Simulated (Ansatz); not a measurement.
# CH4GeO2: the cost of one run

Program: Ansatz 0.2.0, Gaussian basis. Level of theory: the settings change from run to run. These are calculated values, not measurements.

### Step 1. The geometry

An earlier PBE0-D4 in a triple-zeta def2 set relaxation fixed the geometry.

SMILES `[OH][GeH]1[CH2][O]1`, 8 atoms, charge 0, spin multiplicity 1.

Atoms are counted from 1 here; the program's logs count them from 0.

Bond lengths: O1–Ge2 1.764 Å, O1–H5 0.960 Å, Ge2–C3 1.882 Å, Ge2–O4 1.819 Å, Ge2–H6 1.525 Å, C3–O4 1.442 Å, C3–H7 1.090 Å, C3–H8 1.090 Å. Angles: Ge2–O1–H5 113.0°, O1–Ge2–C3 118.1°, O1–Ge2–O4 114.1°, O1–Ge2–H6 113.1°, C3–Ge2–O4 45.8°, C3–Ge2–H6 128.8°, O4–Ge2–H6 113.4°, Ge2–C3–O4 64.8°, Ge2–C3–H7 121.3°, Ge2–C3–H8 118.2°, O4–C3–H7 115.0°, O4–C3–H8 114.7°, H7–C3–H8 113.6°, Ge2–O4–C3 69.4°.

### Step 2. wB97/def2-SVP

Set apart from the defaults: high accuracy.

File in.yaml:

```yaml
crystal:
  periodic: [false, false, false]
  atoms:
    - {symbol: O, position_ang: [-1.684557, 0.608028, -0.705559]}
    - {symbol: Ge, position_ang: [-0.216129, 0.514345, 0.267768]}
    - {symbol: C, position_ang: [1.158097, -0.633836, -0.309935]}
    - {symbol: O, position_ang: [0.283833, -1.181136, 0.697861]}
    - {symbol: H, position_ang: [-2.475190, 0.752392, -0.179825]}
    - {symbol: H, position_ang: [-0.229296, 1.463360, 1.461213]}
    - {symbol: H, position_ang: [2.190281, -0.485341, 0.006243]}
    - {symbol: H, position_ang: [1.065159, -1.094811, -1.293469]}
basis:
  gaussian: {orbitals: def2-SVP}
hamiltonian: {xc: {name: wB97}}
accuracy: high
```

Command:

```console
$ ansatz run in.yaml --threads 2 --pin off --events-out ev --progress --plain --max-ram 4352MiB
```

**Question.** How long does this run take on 2 threads of Arm Neoverse V2, shared host, and how much memory does it need?

About 16 s, with a peak of 0.47 GiB.
